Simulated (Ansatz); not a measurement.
C₂H₄ClI, SMILES CC(Cl)I, a single point in a Gaussian basis

Computed with Ansatz 0.2.0 through its Python package.

Interactive session:
```pycon
>>> from pathlib import Path
>>> import ansatz
>>> import numpy as np
>>> config = {
...     "basis_set": "def2-SVPD",
...     "xc": "pbe",
...     "vdw": "d4",
... }
>>> GEOMETRY = """
... C     0.29910    0.74050    0.08960
... C    -0.23110   -0.65970    0.11740
... Cl    1.08930   -1.75280   -0.29260
... I    -1.69180   -0.99410   -1.29770
... H     0.63240    1.05940   -0.92890
... H    -0.56330    1.49110    0.32680
... H     1.08150    0.95160    0.80770
... H    -0.52390   -0.89310    1.12190
... """
>>> mol = ansatz.Crystal.molecule()
>>> for line in GEOMETRY.strip().splitlines():
...     symbol, *xyz = line.split()
...     mol = mol.atom(symbol, [float(v) for v in xyz])
...
>>> model = (
...     mol.calculation()
...     .basis(gaussian=config["basis_set"])
...     .functional(config["xc"], dispersion=config["vdw"])
...     .forces()
...     .orbitals()
... )
>>> done = model.run(threads=1, backend="cpu", runs_dir="c2h4cli_runs")

>>> summary = done.report
>>> type(done).__name__, type(summary).__name__
('RunOutcome', 'dict')
>>> summary["free_energy_ev"]
-22749.05124504478
>>> for key in ("converged", "free_energy_ev", "reference_energy_ev", "n_frozen", "n_occupied", "n_virtual"):
...     print(f"{key:22s} {summary[key]}")
...
converged              True
free_energy_ev         -22749.05124504478
reference_energy_ev    -22748.840909312097
n_frozen               0
n_occupied             [29, 29]
n_virtual              [105, 105]
>>> symbols = [site.symbol for site in mol.cartesian_sites]
>>> print("forces (eV/A)")
forces (eV/A)
>>> for symbol, f in zip(symbols, summary["forces_ev_ang"]):
...     print(f"  {symbol:2s} {f[0]:9.4f} {f[1]:9.4f} {f[2]:9.4f}")
...
  C    -1.9219    2.3662   -0.8239
  C     1.5914    0.8618    0.1218
  Cl    1.2486   -0.9867    0.1205
  I    -1.8838   -0.1201   -1.0293
  H     0.0724   -0.3276    0.3289
  H     1.0174   -1.0389   -0.1663
  H     0.6336   -0.2031    0.5481
  H    -0.7576   -0.5516    0.9002
>>> charges = summary["charge_distribution"]
>>> print("dipole moment", round(4.803205 * float(np.linalg.norm(charges["dipole_moment_e_ang"])), 3), "D")
dipole moment 1.751 D
>>> print("Mulliken:", [(s, round(q, 3)) for s, q in zip(symbols, charges["mulliken_charges_e"])])
Mulliken: [('C', 0.481), ('C', -0.638), ('Cl', -0.279), ('I', 0.242), ('H', -0.006), ('H', 0.184), ('H', -0.089), ('H', 0.104)]
>>> lines = Path(summary["orbitals_path"]).read_text().splitlines()
>>> field_of = lambda key: [line.split("=")[1].strip() for line in lines if line.startswith(key)]
>>> orbitals = [(27.211386 * float(e), s, float(n)) for e, s, n in zip(field_of("Ene="), field_of("Spin="), field_of("Occup="))]
>>> homo = max(e for e, _, n in orbitals if n > 0.5)
>>> lumo = min(e for e, _, n in orbitals if n < 0.5)
>>> for e, spin, n in sorted(orbitals):
...     if homo - 10 < e < lumo + 5:
...         print(f"{spin:6s} {e:10.3f} eV  occupation {n:.0f}")
...
Alpha     -14.990 eV  occupation 2
Alpha     -12.171 eV  occupation 2
Alpha     -11.410 eV  occupation 2
Alpha     -10.853 eV  occupation 2
Alpha      -9.448 eV  occupation 2
Alpha      -9.150 eV  occupation 2
Alpha      -7.642 eV  occupation 2
Alpha      -7.443 eV  occupation 2
Alpha      -6.504 eV  occupation 2
Alpha      -6.262 eV  occupation 2
Alpha      -1.974 eV  occupation 0
Alpha      -0.574 eV  occupation 0
Alpha      -0.121 eV  occupation 0
Alpha       0.480 eV  occupation 0
Alpha       0.615 eV  occupation 0
Alpha       0.732 eV  occupation 0
Alpha       1.451 eV  occupation 0
Alpha       1.469 eV  occupation 0
Alpha       1.781 eV  occupation 0
Alpha       1.837 eV  occupation 0
Alpha       1.965 eV  occupation 0
Alpha       2.490 eV  occupation 0
Alpha       2.815 eV  occupation 0
Alpha       2.928 eV  occupation 0
```

Caveats:
- Total energies depend on the basis set; only differences at equal settings carry meaning.
- The geometry is a force-field or estimated start, not a minimum of this method, and the basis set is short of its limit.
- def2 sets replace the cores of elements past krypton by effective core potentials.
- Alpha marks a spatial orbital of a restricted run, filled by both spins.
- Total less reference energy is the dispersion correction.
- Levels such as HOMO and LUMO are orbital energies: with these approximate functionals they aren't the ionisation energy and electron affinity, and their gap isn't the fundamental gap.
- Mulliken charges are unreliable in a basis with diffuse functions.
- Finished in 5.8 s on 1 thread of Arm Neoverse V1, with other jobs on the host, peak memory 0.24 GiB.

(Lines on the test bed's own set-up are left out of the output.)
